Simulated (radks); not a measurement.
**Shell filling in a Woods-Saxon well (radius 13.5 bohr*, depth 3.95 hartree*, edge 0.81 bohr*), with a point charge of +1 at the centre, N = 14 to 23**

Which level does each new electron take in a Woods-Saxon well (radius 13.5 bohr*, depth 3.95 hartree*, edge 0.81 bohr*), with a point charge of +1 at the centre, and at which counts is the dot hardest to charge further? Each count tries a few candidate levels and keeps the lowest.

Program: radks, version 2. Model: non-relativistic spin-polarised Kohn-Sham, LDA (Slater exchange, Perdew-Wang correlation), spherically averaged shells. All values are calculated.

**1. The model**

- well: a Woods-Saxon well (radius 13.5 bohr*, depth 3.95 hartree*, edge 0.81 bohr*), with a point charge of +1 at the centre
- functional: LDA (Slater exchange, Perdew-Wang correlation)
- levels: named by radial order: 1s, 1p, 1d, 2s, 1f and so on
- units: effective atomic units, hartree* and bohr*
- configuration carried in: 1s2 1p6 1d(up 4, down 0) 2s(up 1, down 0) (N = 13, energy -44.270196)

After this run come: N = 14; N = 15; 16 electrons; Electron number 17; 18 electrons; N = 19; N = 20; Electron number 21; Electron number 22; 23 electrons.

**Question.** What will these runs give? Wanted: closed shells at N; largest addition energy; most unpaired electrons; configuration at N = 23.

**Answer**, as computed:

| quantity | value |
| --- | --- |
| closed shells at N | none in this range |
| largest addition energy | 0.125 hartree* at N = 19 (of N = 14 to 22) |
| most unpaired electrons | 6 at N = 14 |
| configuration at N = 23 | 1s2 1p6 1d10 2s(up 1, down 0) 1f(up 4, down 0) |

**Reading.** No closed-shell configuration falls in this range; the second difference peaks at N = 19, where a shell is half full. Among the lowest states kept at each count, up to 6 electrons are unpaired (N = 14), since exchange favours parallel spins. The model keeps every shell spherical, so real clusters and dots, which can deform, may order levels otherwise.
